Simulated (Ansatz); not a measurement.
**C₃H₄AlN: small, medium and large basis sets**

The task here is to estimate one member of a computed series from the others.

Program: Ansatz 0.2.0, Gaussian basis. Level of theory: one geometry, several basis sets. These are calculated values, not measurements.

Levels to be run: PBE0-D4/def2-SVP; ωB97M-V/def2-SVP; PBE0-D4/def2-QZVPP; ωB97M-V/def2-QZVPP; the functionals' def2-TZVPP values are taken from earlier runs.

### The relaxed structure

All runs share one geometry, relaxed beforehand with PBE0-D4 in a triple-zeta def2 set.

SMILES `C=C=C=[N][AlH2]`, 9 atoms, charge 0, spin multiplicity 1.

Atoms are counted from 1 here; the program's logs count them from 0.

Bond lengths: C1–C2 1.310 Å, C1–H6 1.090 Å, C1–H7 1.090 Å, C2–C3 1.278 Å, C3–N4 1.208 Å, N4–Al5 1.763 Å, Al5–H8 1.577 Å, Al5–H9 1.577 Å. Angles: C2–C1–H6 122.0°, C2–C1–H7 122.0°, H6–C1–H7 115.9°, C1–C2–C3 179.0°, C2–C3–N4 179.7°, C3–N4–Al5 179.7°, N4–Al5–H8 116.9°, N4–Al5–H9 116.9°, H8–Al5–H9 126.3°.

Set-up of the first run:

Contents of in.yaml:

```yaml
crystal:
  periodic: [false, false, false]
  atoms:
    - {symbol: C, position_ang: [0.998142, 2.112967, -1.426004]}
    - {symbol: C, position_ang: [0.538802, 1.093334, -0.744366]}
    - {symbol: C, position_ang: [0.070742, 0.106997, -0.080373]}
    - {symbol: N, position_ang: [-0.365958, -0.827355, 0.547742]}
    - {symbol: Al, position_ang: [-1.011382, -2.186514, 1.465849]}
    - {symbol: H, position_ang: [0.346670, 2.910295, -1.783666]}
    - {symbol: H, position_ang: [2.055175, 2.216062, -1.670698]}
    - {symbol: H, position_ang: [-1.485336, -3.443499, 0.640560]}
    - {symbol: H, position_ang: [-1.058455, -2.028683, 3.033856]}
basis:
  gaussian: {orbitals: def2-SVP}
hamiltonian: {xc: pbe0, dispersion: d4}
output: {orbitals: {seedname: orbitals}}
```

Started as:

```
ansatz run in.yaml --threads 2 --pin off --events-out ev --progress --plain --max-ram 4352MiB
```

Among the steps run: PBE0-D4 in def2-SVP; ωB97M-V in def2-SVP; PBE0-D4 in def2-QZVPP; ωB97M-V in def2-QZVPP.

One table of the session follows, with a row left open; its other results are not shown here.

It belongs to the step «Density functionals: the series». 

| functional | basis | HOMO (eV) | LUMO (eV) |
| --- | --- | --- | --- |
| PBE0-D4 | def2-SVP | ? | ? |
| PBE0-D4 | def2-TZVPP | -6.03 | -2.22 |
| PBE0-D4 | def2-QZVPP | -6.04 | -2.24 |
| ωB97M-V | def2-SVP | -8.02 | 0.03 |
| ωB97M-V | def2-TZVPP | -8.09 | -0.10 |
| ωB97M-V | def2-QZVPP | -8.10 | -0.14 |

Q: Estimate the row for PBE0-D4, def2-SVP from the others.

As computed: HOMO (eV): -6.00; LUMO (eV): -2.16. In the column «HOMO (eV)» it is the highest.
